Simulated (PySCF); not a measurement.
# TaNCl₂: singlet, from a trigonal planar start

Where does singlet TaNCl₂ go from a trigonal planar start, is the end point a minimum, and what are its modes, charges and moments?

The runs use PySCF 2.14.0; PBE0, basis Ta def2-TZVP with ECP60, N def2-TZVP, Cl def2-TZVP, scalar-relativistic core potentials, no spin–orbit coupling, density fitting.

## 1. Where the work starts

4 atoms, charge 0, spin multiplicity 1.

Bond lengths: Ta1–N2 1.860 Å, Ta1–Cl3 2.450 Å, Ta1–Cl4 2.450 Å. Angles: N2–Ta1–Cl3 120.0°, N2–Ta1–Cl4 120.0°, Cl3–Ta1–Cl4 120.0°.

Coordinates in bohr (charge 0 multiplicity 1):
```
Ta    0.0000    0.0000   -0.4254
N     0.0000    0.0000   -3.9403
Cl   -4.0095    0.0000    1.8895
Cl    4.0096    0.0000    1.8896
```

## 2. First SCF at the start

One driver script runs all steps and calls PySCF; scf.py shows how it sets up the SCF of each step. The optimiser is the driver's own. After this first run the driver tries any further starts and a stability analysis.

scf.py reads:

```python
from pyscf import gto, scf, dft
mol = gto.M(atom='''
Ta    -0.000000     0.000000    -0.225110
N     -0.000010     0.000000    -2.085100
Cl    -2.121760     0.000000     0.999900
Cl     2.121780     0.000000     0.999910''',
    basis={'Ta': 'def2-TZVP', 'N': 'def2-TZVP', 'Cl': 'def2-TZVP'},
    ecp={'Ta': 'def2-TZVP'},
    charge=0, spin=0)
mf = dft.RKS(mol, xc='PBE0')
mf.grids.atom_grid = (50, 194)
aux = {'Ta': 'def2-universal-JKFIT', 'N': 'def2-universal-JKFIT', 'Cl': 'def2-universal-JKFIT'}
mf = mf.density_fit(auxbasis=aux)
mf.conv_tol = 1e-08
mf.diis_space = 10
mf.max_cycle = 60
mf.init_guess = 'minao'
mf.verbose = 4
mf.kernel()
```

Command:

```bash
OMP_NUM_THREADS=4 python axn.py task.json out
```

The log of the run, cut to the lines that bear on the results:

```text
[... the frontier levels of the middle cycles are left out ...]
init E= -1012.4238679547
  HOMO = -0.462606117741183  LUMO = -0.380075542838334  gap/eV = 2.24577
cycle= 1 E= -1031.79473139763  delta_E= -19.4  |g|= 0.568  |ddm|= 6.52
  HOMO = -0.156371183675033  LUMO = -0.120044015217465  gap/eV = 0.98851
cycle= 2 E= -1031.57994664917  delta_E= 0.215  |g|= 1.08  |ddm|= 1.17
  HOMO = -0.274958057717274  LUMO = -0.137327161339351  gap/eV = 3.74513
cycle= 3 E= -1031.75504937953  delta_E= -0.175  |g|= 0.701  |ddm|= 0.852
cycle= 4 E= -1031.86817552742  delta_E= -0.113  |g|= 0.167  |ddm|= 0.453
cycle= 5 E= -1031.87493443894  delta_E= -0.00676  |g|= 0.0518  |ddm|= 0.154
cycle= 6 E= -1031.87556488376  delta_E= -0.00063  |g|= 0.00741  |ddm|= 0.0403
cycle= 7 E= -1031.87558018654  delta_E= -1.53e-05  |g|= 0.00136  |ddm|= 0.00614
cycle= 8 E= -1031.87558126494  delta_E= -1.08e-06  |g|= 0.000444  |ddm|= 0.00234
cycle= 9 E= -1031.87558161115  delta_E= -3.46e-07  |g|= 0.000252  |ddm|= 0.00179
cycle= 10 E= -1031.87558170625  delta_E= -9.51e-08  |g|= 0.000144  |ddm|= 0.00115
cycle= 11 E= -1031.87558172301  delta_E= -1.68e-08  |g|= 2.85e-05  |ddm|= 0.000484
cycle= 12 E= -1031.87558172434  delta_E= -1.33e-09  |g|= 8.37e-06  |ddm|= 0.000174
  HOMO = -0.283839644520681  LUMO = -0.181173428591236  gap/eV = 2.79369
Extra cycle  E= -1031.87558172434  delta_E=    0  |g|= 1.41e-05  |ddm|= 2.03e-05
converged SCF energy = -1031.87558172434
```

This step, with its further starts and checks, took 12 s on 4 threads of Arm Neoverse V1, shared host.

The starts that the driver tried:

```
                      start   energy (Eh)
    the minimal-basis guess  -1031.875582
a thermally smeared density  -1031.875582
      a smeared PBE density  -1031.875582
```

No lower closed-shell solution turned up from the other starts or in the test of internal stability.

## 3. Trigonal planar start, singlet: relaxation

The program finds C2v symmetry in the start, which this walk keeps. Threshold on the gradient: 0.0003 Eh/bohr, with a further test on the energy change.

scf.py: that of step 2 with these lines changed.

```diff
@@ -4,3 +4,3 @@
-N     -0.000010     0.000000    -2.085100
-Cl    -2.121760     0.000000     0.999900
-Cl     2.121780     0.000000     0.999910''',
+N     -0.000003     0.000000    -2.085100
+Cl    -2.121769     0.000000     0.999908
+Cl     2.121771     0.000000     0.999902''',
@@ -17 +16,0 @@
-mf.init_guess = 'minao'
```

Steps of the walk:

```
step   energy (Eh)  change (kJ/mol)  largest symmetric gradient (Eh/bohr)
   0  -1031.875582             0.00                               0.14180
   1  -1031.911734           -94.92                               0.01875
   2  -1031.915238          -104.12                               0.02034
   3  -1031.917256          -109.41                               0.00588
   4  -1031.917860          -111.00                               0.00085
   5  -1031.917865          -111.01                               0.00026
   6  -1031.917865          -111.01                               0.00002
```

The walk took 18 s.

Geometry (Å) and forces (eV/Å) at some steps:

```
step 0
Ta   0.000   0.000  -0.225   0.000   0.000  -4.941
N    0.000   0.000  -2.085   0.000   0.000   7.292
Cl  -2.122   0.000   1.000   1.424   0.000  -1.175
Cl   2.122   0.000   1.000  -1.424   0.000  -1.175
step 1
Ta   0.000   0.000  -0.244   0.000   0.000   0.964
N    0.000   0.000  -1.924   0.000   0.000   0.366
Cl  -2.073   0.000   0.929   0.517   0.000  -0.665
Cl   2.073   0.000   0.929  -0.517   0.000  -0.665
step 3
Ta   0.000   0.000  -0.122   0.000   0.000  -0.255
N    0.000   0.000  -1.804   0.000   0.000   0.302
Cl  -2.122   0.000   0.808  -0.234   0.000  -0.024
Cl   2.122   0.000   0.808   0.234   0.000  -0.024
step 6
Ta   0.000   0.000  -0.077   0.000   0.000   0.000
N    0.000   0.000  -1.752   0.000   0.000  -0.001
Cl  -2.175   0.000   0.759   0.000   0.000   0.000
Cl   2.175   0.000   0.759   0.000   0.000   0.000
```

It settles in C2v symmetry, 111.0 kJ/mol below the start, after 6 steps: Ta–Cl 2.330 Å (×2), Ta–N 1.675 Å; Cl–Ta–Cl 137.9°, Cl–Ta–N 111.0° (×2).

## 4. Vibrations and properties at this point

The point is checked on the finer grid, and tightened if its gradient asks for it. The Hessian and the dipole derivatives come from central differences of analytic gradients, with steps of 0.02 bohr.

scf.py: that of step 3 with these lines changed.

```diff
@@ -3,4 +3,4 @@
-Ta    -0.000000     0.000000    -0.225110
-N     -0.000003     0.000000    -2.085100
-Cl    -2.121769     0.000000     0.999908
-Cl     2.121771     0.000000     0.999902''',
+Ta    -0.000000     0.000000    -0.132632
+N     -0.000002     0.000000    -1.807075
+Cl    -2.175057     0.000000     0.704595
+Cl     2.175059     0.000000     0.704590''',
@@ -11 +11 @@
-mf.grids.atom_grid = (50, 194)
+mf.grids.atom_grid = (75, 302)
@@ -14 +14 @@
-mf.conv_tol = 1e-08
+mf.conv_tol = 1e-10
```

The driver hands on the density of the step before, so the log starts near convergence.

Log of the central SCF (cycles and frontier levels):

```text
init E= -1031.91770204698
  HOMO = -0.296543262989094  LUMO = -0.161437577052216  gap/eV = 3.67641
cycle= 1 E= -1031.91770204694  delta_E= 3.89e-11  |g|= 1.5e-05  |ddm|= 1.55e-05
  HOMO = -0.296547190144424  LUMO = -0.161439037192859  gap/eV = 3.67648
cycle= 2 E= -1031.91770204659  delta_E= 3.5e-10  |g|= 4.24e-05  |ddm|= 3.14e-05
  HOMO = -0.296544765323487  LUMO = -0.16143910280428  gap/eV = 3.67641
cycle= 3 E= -1031.91770204698  delta_E= -3.85e-10  |g|= 9.33e-06  |ddm|= 2.31e-05
  HOMO = -0.29654452160683  LUMO = -0.161438359932033  gap/eV = 3.67643
cycle= 4 E= -1031.91770204699  delta_E= -1.77e-11  |g|= 2.31e-07  |ddm|= 5.93e-06
  HOMO = -0.296544524594761  LUMO = -0.161438346580223  gap/eV = 3.67643
Extra cycle  E= -1031.91770204699  delta_E= 1.36e-12  |g|= 2.87e-07  |ddm|= 5.25e-07
converged SCF energy = -1031.91770204699
```

The whole step took 49 s.

Geometry: C2v; Ta–Cl 2.331 Å (×2), Ta–N 1.674 Å; Cl–Ta–Cl 137.9°, Cl–Ta–N 111.1° (×2).

Harmonic modes (main isotopes):

```
symmetry  ω (cm⁻¹)  IR (km/mol)
      b1       82i         59.1
      a1       102          1.8
      b2       242          0.1
      a1       371         15.5
      b2       404          117
      a1      1111          110
```

With 1 mode imaginary (up to 82i cm⁻¹) this point is a saddle.

Constants and moments:

```yaml
Dipole_moment: 2.58 D
Highest_occupied_level: -8.07 eV
Lowest_empty_level: -4.39 eV
Rotational_constants: 0.2016, 0.05095, 0.04067 cm⁻¹
Zero-point_energy_real_modes: 13.3 kJ/mol
Principal_polarisabilities: 44.3, 67.9, 82.0 bohr³
Atomisation_energy_without_zero-point_energy: 1461 kJ/mol
Principal_traceless_quadrupole_moments_about_the_centre_of_mass: -7.58, -6.19, 13.77 D Å
```

Populations by atom (charges in e):

| atom | Mulliken | Löwdin | polar tensor | Mayer order to Ta1 |
| --- | --- | --- | --- | --- |
| Ta1 | 1.14 | 0.31 | 1.98 | – |
| N2 | -0.41 | -0.32 | -0.76 | 2.96 |
| Cl3,4 | -0.36 | 0.01 | -0.61 | 1.05 |

Mulliken populations on Ta1 (outside its core potential): s 2.30, p 6.34, d 3.12, f 0.10.

## 5. Downhill along the imaginary mode

The start is the last point, displaced along its most imaginary mode.

The program finds Cs symmetry in the start, which this walk keeps. Threshold on the gradient: 0.0003 Eh/bohr, with a further test on the energy change.

scf.py: that of step 4 with these lines changed.

```diff
@@ -3,4 +3,4 @@
-Ta    -0.000000     0.000000    -0.132632
-N     -0.000002     0.000000    -1.807075
-Cl    -2.175057     0.000000     0.704595
-Cl     2.175059     0.000000     0.704590''',
+Ta    -0.000000    -0.058040    -0.132532
+N     -0.000002     0.250000    -1.806975
+Cl    -2.175057     0.100111     0.704695
+Cl     2.175059     0.100111     0.704690''',
@@ -11 +11 @@
-mf.grids.atom_grid = (75, 302)
+mf.grids.atom_grid = (50, 194)
@@ -14 +14 @@
-mf.conv_tol = 1e-10
+mf.conv_tol = 1e-08
```

Energy and gradient, step by step:

```
step   energy (Eh)  change (kJ/mol)  largest symmetric gradient (Eh/bohr)
   0  -1031.917725             0.00                               0.02995
   1  -1031.919705            -5.20                               0.00410
   2  -1031.920630            -7.63                               0.00744
   3  -1031.921427            -9.72                               0.01011
   4  -1031.922697           -13.05                               0.00441
   5  -1031.923298           -14.63                               0.00410
   6  -1031.923383           -14.85                               0.00195
   7  -1031.923413           -14.93                               0.00313
   8  -1031.923425           -14.97                               0.00121
   9  -1031.923428           -14.97                               0.00016
```

The walk took 31 s.

Geometry (Å) and forces (eV/Å) at some steps:

```
step 0
Ta   0.000  -0.058  -0.133   0.000   0.133  -1.507
N    0.000   0.250  -1.807   0.000  -0.222   1.541
Cl  -2.175   0.100   0.705   0.188   0.045  -0.017
Cl   2.175   0.100   0.705  -0.188   0.045  -0.017
step 1
Ta   0.000  -0.160  -0.155   0.000  -0.188  -0.019
N    0.000   0.280  -1.770   0.000   0.073   0.000
Cl  -2.153   0.136   0.698   0.211   0.057   0.009
Cl   2.153   0.136   0.698  -0.211   0.057   0.009
step 5
Ta   0.000  -0.401  -0.266   0.000  -0.049   0.117
N    0.000   0.344  -1.767   0.000   0.059  -0.211
Cl  -1.974   0.225   0.752   0.036  -0.005   0.047
Cl   1.974   0.225   0.752  -0.036  -0.005   0.047
step 9
Ta   0.000  -0.410  -0.289   0.000   0.001   0.002
N    0.000   0.343  -1.791   0.000   0.004  -0.008
Cl  -1.942   0.230   0.775  -0.001  -0.003   0.003
Cl   1.942   0.230   0.775   0.001  -0.003   0.003
```

After 9 steps and 15.0 kJ/mol it ends at Cs: Ta–Cl 2.305 Å (×2), Ta–N 1.680 Å; Cl–Ta–Cl 114.8°, Cl–Ta–N 106.8° (×2).

## 6. Hessian and properties

The same treatment as at the point before.

scf.py: that of step 5 with these lines changed.

```diff
@@ -3,4 +3,4 @@
-Ta    -0.000000    -0.058040    -0.132532
-N     -0.000002     0.250000    -1.806975
-Cl    -2.175057     0.100111     0.704695
-Cl     2.175059     0.100111     0.704690''',
+Ta    -0.000000    -0.211862    -0.203052
+N     -0.000002     0.545015    -1.702683
+Cl    -1.939287     0.432246     0.863148
+Cl     1.939289     0.432246     0.863143''',
@@ -11 +11 @@
-mf.grids.atom_grid = (50, 194)
+mf.grids.atom_grid = (75, 302)
@@ -14 +14 @@
-mf.conv_tol = 1e-08
+mf.conv_tol = 1e-10
```

SCF at the final geometry:

```text
init E= -1031.92360943848
  HOMO = -0.287741773257025  LUMO = -0.145447388640288  gap/eV = 3.87203
cycle= 1 E= -1031.92360943847  delta_E= 1.32e-11  |g|= 8.28e-06  |ddm|= 8e-06
  HOMO = -0.287739132510664  LUMO = -0.145447052353958  gap/eV = 3.87196
Extra cycle  E= -1031.92360943834  delta_E= 1.25e-10  |g|= 2.5e-05  |ddm|= 1.73e-05
converged SCF energy = -1031.92360943834
```

The whole step took 67 s on 4 threads of Arm Neoverse V1, shared host.

Geometry: Cs; Ta–Cl 2.305 Å (×2), Ta–N 1.680 Å; Cl–Ta–Cl 114.6°, Cl–Ta–N 106.7° (×2).

Harmonic modes (main isotopes):

| symmetry | ω (cm⁻¹) | IR (km/mol) |
| --- | --- | --- |
| a' | 83 | 10.1 |
| a' | 173 | 19.9 |
| a'' | 248 | 2.9 |
| a' | 390 | 28.6 |
| a'' | 402 | 91.4 |
| a' | 1098 | 87.0 |

Every mode is real; the point is a minimum.

Constants and moments:

- Dipole moment: 4.96 D
- Highest occupied level: -7.83 eV
- Lowest empty level: -3.96 eV
- Rotational constants: 0.1343, 0.05958, 0.04573 cm⁻¹
- Zero-point energy: 14.3 kJ/mol
- Principal polarisabilities: 45.4, 71.1, 77.3 bohr³
- Atomisation energy without zero-point energy: 1477 kJ/mol
- Principal traceless quadrupole moments about the centre of mass: -9.32, -3.13, 12.45 D Å
- Entropy at 298.15 K and 1 bar: 336.9 J/(mol K)
- Heat capacity Cp at 298.15 K: 70.3 J/(mol K)
- Enthalpy at 298.15 K above 0 K: 16.52 kJ/mol
- Rotational symmetry number: 1

Charges (e) and bond orders:

| atom | Mulliken | Löwdin | polar tensor | Mayer order to Ta1 |
| --- | --- | --- | --- | --- |
| Ta1 | 1.06 | 0.23 | 1.74 | – |
| N2 | -0.41 | -0.33 | -0.68 | 2.95 |
| Cl3,4 | -0.33 | 0.05 | -0.53 | 1.10 |

Mulliken populations on Ta1 (outside its core potential): s 2.35, p 6.29, d 3.20, f 0.10.

## 7. Stability of the closed shell

At the lowest minimum the closed shell is tested against spin polarisation, on the (50, 194) grid. It is stable.

## 8. The points found, side by side

| spin | group | bonds | imaginary modes (cm⁻¹) | ΔE (kJ/mol) | with zero-point energy |
| --- | --- | --- | --- | --- | --- |
| singlet | Cs | Ta–Cl 2.305 Å (×2), Ta–N 1.680 Å | none | 0.0 | 0.0 |
| singlet | C2v | Ta–Cl 2.331 Å (×2), Ta–N 1.674 Å | 82i | 15.5 | – |

## 9. Summary of results

| quantity | value |
| --- | --- |
| minimum | singlet, Cs |
| geometry | Ta–Cl 2.305 Å (×2), Ta–N 1.680 Å; Cl–Ta–Cl 114.6°, Cl–Ta–N 106.7° (×2) |
| wavenumbers (cm⁻¹) | 83 (a'), 173 (a'), 248 (a''), 390 (a'), 402 (a''), 1098 (a') |
| dipole moment | 4.96 D |
| highest occupied, lowest empty level | -7.83, -3.96 eV |
| polar-tensor charge of Ta1 | +1.74 e |
| zero-point energy | 14.3 kJ/mol |
| entropy at 298.15 K | 336.9 J/(mol K) |
| atomisation energy (no zero-point energy) | 1477 kJ/mol |

What this shows: The trigonal planar start (C2v) ends in a minimum of Cs symmetry, after a stop at a saddle point 15.5 kJ/mol higher, from which it was pushed off along an imaginary mode. The strongest infrared band lies at 402 cm⁻¹ (a'', stretch). Other starts or spin states, not run here, may lie lower. With an element this heavy the missing spin–orbit coupling can shift these numbers.

The search up to here took 3 min.
